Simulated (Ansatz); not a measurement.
This script makes relaxations under a series of pressures of Tl3Ge, space group Pm-3m with Ansatz's Python interface.

`tl3ge.cif`
```cif
data_Tl3Ge
_cell_length_a 4.818523
_cell_length_b 4.818523
_cell_length_c 4.818523
_cell_angle_alpha 90.00000
_cell_angle_beta 90.00000
_cell_angle_gamma 90.00000
_symmetry_space_group_name_H-M 'P 1'
_symmetry_Int_Tables_number 1
loop_
_symmetry_equiv_pos_as_xyz
'x, y, z'
loop_
_atom_site_label
_atom_site_type_symbol
_atom_site_fract_x
_atom_site_fract_y
_atom_site_fract_z
Tl1 Tl    0.000000    0.500000    0.500000
Tl2 Tl    0.500000    0.000000    0.500000
Tl3 Tl    0.500000    0.500000    0.000000
Ge4 Ge    0.000000    0.000000    0.000000
```

The script, `compress.py`:
```python
"""Cell of Tl3Ge under pressure."""

import ansatz
from ase.io import read
import numpy as np

def edges_and_angles(cell):
    cell = np.asarray(cell)
    a, b, c = np.linalg.norm(cell, axis=1)
    cosines = cell[1] @ cell[2] / (b * c), cell[0] @ cell[2] / (a * c), cell[0] @ cell[1] / (a * b)
    return (a, b, c, *np.degrees(np.arccos(cosines)))


def main() -> None:
    atoms = read("tl3ge.cif")
    cell = ansatz.Crystal.from_ase(atoms)

    base = cell.calculation()
    base = base.occupations("cold", width=150 * ansatz.meV)
    base = base.basis(19 * ansatz.Ha)
    base = base.scf(tolerance=1e-10)
    base = base.functional("pbesol").kpoints(5, 5, 5)
    base = base.pseudopotentials("paw")

    # H = F + PV, with 1 GPa A^3 = 1/160.21766 eV
    rows = []
    for pressure in [-2, 0, 2, 5, 10]:
        res = base.relax(cell=True, pressure=pressure).run(threads=1)
        cell = res.lattice.cell_ang
        n_atoms = len(res.lattice.sites)
        volume = abs(np.linalg.det(cell)) / n_atoms
        enthalpy = res.report["free_energy_ev"] / n_atoms + pressure * volume / 160.21766
        rows.append((pressure, volume, enthalpy, *edges_and_angles(cell)))
        print(f"{pressure} GPa done: {volume:.4f} A^3/atom")

    print(" P (GPa)  V (A^3/atom)  H (eV/atom)     a       b       c")
    for row in rows:
        print("{:8.1f} {:12.4f} {:14.5f} {:7.4f} {:7.4f} {:7.4f}".format(*row[:6]))
    p, v = np.array([row[0] for row in rows], float), np.array([row[1] for row in rows])
    print("mean bulk modulus between rows (GPa):", np.round(-np.diff(p) / np.diff(np.log(v)), 1))


if __name__ == "__main__":
    main()
```

Its results, one of them left out:

| P (GPa) | relaxed V (Å³/atom) |
| --- | --- |
| -2 | 27.403 |
| 0 | 26.020 |
| 2 | 25.002 |
| 5 | 23.816 |
| 10 | ? |

What volume does the cell relax to at 10 GPa?

Murnaghan's form V = V0 (1 + B' P / B0)^(-1/B') through the 4 rows shown gives V0 = 26.028 Å³, B0 = 44.3 GPa and B' = 5.20, and so 22.420 Å³ an atom at 10 GPa. The run gave 22.372 Å³, 0.22 % away.

Caveats:
- At a fixed pressure a relaxation lowers the enthalpy F + PV, while F alone can rise.
- The mesh is modest for a metal, so energies can be off by several to tens of meV an atom and pressures by half a GPa or more; differences at equal mesh fare better.
- Spin-orbit coupling, which matters for elements this heavy, is left out.
- This cell is a computed structure, which may not be the phase found in nature.
- Symmetry holds the cell in this phase, whether or not it is the stable one at each pressure.
- Finished in 110 s on 1 thread of Arm Neoverse N1, on a shared host, peak memory 0.53 GiB.
